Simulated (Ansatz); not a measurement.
Predict the output of the script below (Ansatz's Python interface).

`h2te_relaxed_scan.py`
```python
'''Relaxed scan of one distance in H2Te.'''

import ansatz as az
import numpy as np

GEOMETRY = '''
Te    0.65270   -0.51070    0.29330
H     0.24660    1.23080    0.27140
H    -0.91020   -0.78500   -0.57800
'''

h2te = az.Crystal.molecule()
for line in GEOMETRY.strip().splitlines():
    symbol, *xyz = line.split()
    h2te = h2te.atom(symbol, [float(v) for v in xyz])

calculation = h2te.calculation().basis(gaussian='def2-SVP').functional('b3lyp')
symbols = [site.symbol for site in h2te.cartesian_sites]
pairs = [(0, 1), (0, 2)]
print('held (A)   E (eV)        ', '  '.join(f'{symbols[i]}{i}-{symbols[j]}{j}' for i, j in pairs))
for length in [1.67, 1.81, 1.96, 2.17, 2.44]:
    report = calculation.relax(constraints=[az.DistanceConstraint((0, 2), at=length)], force_tolerance=0.02, max_steps=60).run().report
    xyz = np.array(report['positions_ang'])
    print(f'{length:6.2f} {report["free_energy_ev"]:14.5f}  ', '  '.join(f'{np.linalg.norm(xyz[i] - xyz[j]):.3f}' for i, j in pairs))
```

```console
$ python h2te_relaxed_scan.py
held (A)   E (eV)         Te0-H1  Te0-H2
DeckWarning: relax.constraints: the input's atoms, or those drawn, lie off the distances that are held; a relaxation that starts there is brought onto them ahead of its first SCF, by positions alone, an atom by 7.01e-2 Å at the most. With the symmetry detection on, the symmetry is detected on the input's atoms as so brought (as typed, where only the drawn atoms reach the distances), and notices that speak of the structure as typed mean those atoms
  1.67    -7327.78624   1.670  1.670
  1.81    -7327.65537   1.671  1.810
  1.96    -7327.32338   1.672  1.960
  2.17    -7326.72191   1.673  2.170
  2.44    -7325.92190   1.673  2.440
```
(Warnings from the package without file and line, repeats left out.)

Caveats:
- Total energies depend on the basis set; only differences at equal settings carry meaning.
- The energies are electronic: no zero-point or thermal terms, and the basis set is short of its limit.
- def2 sets replace the cores of elements past krypton by effective core potentials.
- b3lyp holds the VWN-RPA fit, as in Gaussian; the form of ORCA and Turbomole is b3lyp5.
- The whole script took 25 s on 1 thread of Arm Neoverse V1 (shared host), peak memory 0.16 GiB.
